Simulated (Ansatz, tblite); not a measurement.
# The cluster Be₃O₃+: a ladder of methods and basis sets

One table from this session's results is given with a row withheld; the runs are named, their logs left out.

Method: as each input shows; program: Ansatz 0.2.0, Gaussian basis.

Levels to be run: GFN1-xTB, GFN2-xTB, PBE-D4/def2-TZVP, r2SCAN-D4/def2-TZVP, ωB97X-V/def2-TZVP, LDA/def2-TZVP, HSE06-D4/def2-TZVP, BLYP-D4/def2-TZVP, revPBE-D4/def2-TZVP, B2PLYP/def2-TZVP, ωB97M-V/def2-TZVP, PBE-D4/def2-SVP, PBE0-D4/def2-SVP, CCSD(T)/def2-TZVPP, MP2/def2-TZVP, RPA/def2-TZVP.

## The structure

The doublet was relaxed beforehand with PBE0-D4/def2-SVP. At that level it is the lowest of the isomers that a small search found.

6 atoms, charge 1, spin multiplicity 2.

Bond lengths: Be1–O5 1.445 Å, Be1–O6 1.535 Å, Be2–O4 1.481 Å, Be2–O6 1.481 Å, Be3–O4 1.535 Å, Be3–O5 1.445 Å. Angles: O5–Be1–O6 131.5°, O4–Be2–O6 109.7°, O4–Be3–O5 131.5°, Be2–O4–Be3 122.2°, Be1–O5–Be3 103.0°, Be1–O6–Be2 122.2°.

The ion is computed in the gas phase, without counter-ions or solvent.

PBE0-D4/def2-TZVP was run before; its log isn't repeated, and its numbers join the tables.

Set-up of the first run:

Tight binding, by tblite at 300 K electronic temperature and without a spin-polarisation term:

```python
tblite.interface.Calculator('GFN1-xTB', numbers, positions, charge=1, uhf=1).singlepoint()
```

Tight binding, by tblite at 300 K electronic temperature and without a spin-polarisation term:

```python
tblite.interface.Calculator('GFN2-xTB', numbers, positions, charge=1, uhf=1).singlepoint()
```

start.molden holds the orbitals of an earlier run on this state, given as this run's starting guess.

in.yaml

```yaml
crystal:
  periodic: [false, false, false]
  atoms:
    - {symbol: Be, position_ang: [-0.296295, -0.620504, -1.174881]}
    - {symbol: Be, position_ang: [-0.806629, 1.292419, 0.571125]}
    - {symbol: Be, position_ang: [1.048598, -0.584098, 0.642304]}
    - {symbol: O, position_ang: [0.335904, 0.633936, 1.245030]}
    - {symbol: O, position_ang: [0.822783, -1.316803, -0.582577]}
    - {symbol: O, position_ang: [-1.104361, 0.595061, -0.701000]}
basis:
  gaussian: {orbitals: def2-TZVP, initial_orbitals: start.molden}
total_charge: 1
magnetization: {spin_polarized: true, initial_magnetization: 1}
hamiltonian: {xc: pbe, dispersion: d4}
scf: {omitted_lower_state_checks: [starts]}
output: {orbitals: {seedname: orbitals}}
```

Command:

```sh
$ ansatz run in.yaml --threads 4 --pin off --events-out ev --progress --plain --max-ram 3916MiB
```

Steps of the session up to this table: PBE-D4/def2-TZVP; r2SCAN-D4/def2-TZVP; ωB97X-V/def2-TZVP; LDA/def2-TZVP; HSE06-D4/def2-TZVP; BLYP-D4/def2-TZVP; revPBE-D4/def2-TZVP; B2PLYP/def2-TZVP; ωB97M-V/def2-TZVP; PBE-D4/def2-SVP; PBE0-D4/def2-SVP; CCSD(T)/def2-TZVPP; MP2/def2-TZVP; RPA/def2-TZVP.

One of the session's tables, all rows but one given; the rest of the session is left out.

```
              level  HOMO (eV)  LUMO (eV)  gap (eV)
      LDA/def2-TZVP     -12.87     -12.87      0.00
    PBE-D4/def2-SVP     -12.79     -12.75      0.04
   PBE-D4/def2-TZVP     -12.50     -12.46      0.04
revPBE-D4/def2-TZVP     -12.38     -12.33      0.05
  BLYP-D4/def2-TZVP     -12.41     -12.37      0.04
r2SCAN-D4/def2-TZVP     -12.66     -12.16      0.50
   PBE0-D4/def2-SVP     -14.16     -11.60      2.55
  PBE0-D4/def2-TZVP     -13.90     -11.28      2.63
 HSE06-D4/def2-TZVP     -13.50     -11.66      1.84
  ωB97X-V/def2-TZVP          ?          ?         ?
  ωB97M-V/def2-TZVP     -16.20      -9.35      6.85
```

Q: Estimate the row for ωB97X-V/def2-TZVP from the others.

As computed: HOMO (eV): -16.21; LUMO (eV): -9.26; gap (eV): 6.95. In the column «HOMO (eV)» it is the lowest.
